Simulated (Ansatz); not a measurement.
# The Au+ ion: a ladder of functionals and wavefunction methods

An exercise on one series of results from a longer session: the logs are not shown, and one member is left open.

The runs use Ansatz 0.2.0, Gaussian basis; functionals in def2-TZVPP, the program's frozen cores in correlated methods.

Levels to be run: LDA (SPW92), PBE, revPBE, BLYP, r2SCAN, B97M-V, PBE0, B3LYP, r2SCANh, r2SCAN0, HSE06, BHLYP, CAM-B3LYP, LC-ωPBE, ωB97X-V, ωB97M-V, B2PLYP, PBE-QIDH; CCSD(T)/def2-SVP; CCSD(T)/def2-TZVPP; CCSD(T)/def2-QZVPP; extrapolation to the limit; RPA on PBE.

## The atom

1 atom, charge 1, spin multiplicity 1.

Au takes the def2 core potential; no spin-orbit term is included.

Set-up of the first run:

The input, in.yaml:

```yaml
crystal:
  periodic: [false, false, false]
  atoms:
    - {symbol: Au, position_ang: [0.000000, 0.000000, 0.000000]}
basis:
  gaussian: {orbitals: def2-TZVPP}
total_charge: 1
hamiltonian: {xc: lda}
output: {orbitals: {seedname: orbitals}}
```

Steps of the session up to this table: LDA; PBE (GGA); revPBE (GGA); BLYP (GGA); r2SCAN (meta-GGA); B97M-V (meta-GGA); PBE0 (hybrid); B3LYP (hybrid); r2SCANh (hybrid); r2SCAN0 (hybrid); HSE06 (hybrid); BHLYP (hybrid); CAM-B3LYP (range-separated); LC-ωPBE (range-separated); ωB97X-V (range-separated); ωB97M-V (range-separated); B2PLYP (double hybrid); PBE-QIDH (double hybrid).

One table of the session follows, with a row left open; its other results are not shown here.

It belongs to the step «Orbital energies across the functionals». Levels, from each run's orbital file:

| functional | HOMO (eV) | LUMO (eV) | gap (eV) |
| --- | --- | --- | --- |
| LDA (SPW92) | -15.63 | -13.56 | 2.07 |
| PBE | -15.37 | -13.14 | 2.23 |
| revPBE | -15.29 | -13.00 | 2.29 |
| BLYP | -15.28 | -13.21 | 2.07 |
| r2SCAN | -15.51 | -12.75 | 2.75 |
| B97M-V | -15.47 | -12.61 | 2.86 |
| PBE0 | -16.96 | -11.78 | 5.18 |
| B3LYP | -16.72 | -12.29 | 4.43 |
| r2SCANh | -16.14 | -12.28 | 3.86 |
| r2SCAN0 | -17.10 | -11.58 | 5.52 |
| HSE06 | -16.55 | -12.18 | 4.37 |
| BHLYP | ? | ? | ? |
| CAM-B3LYP | -18.45 | -10.68 | 7.76 |
| LC-ωPBE | -19.68 | -8.97 | 10.71 |
| ωB97X-V | -19.40 | -9.24 | 10.16 |
| ωB97M-V | -19.42 | -9.32 | 10.10 |

Q: Estimate the row for BHLYP from the others.

Worked estimate for «HOMO (eV)». Against the share of exact exchange, BLYP (0, -15.28), B3LYP (0.2, -16.72) give a slope of -7.20 per unit share; at 0.5 the line stands at -18.88.

As computed: HOMO (eV): -18.49; LUMO (eV): -10.61; gap (eV): 7.88. In «HOMO (eV)» the line misses by -0.39.
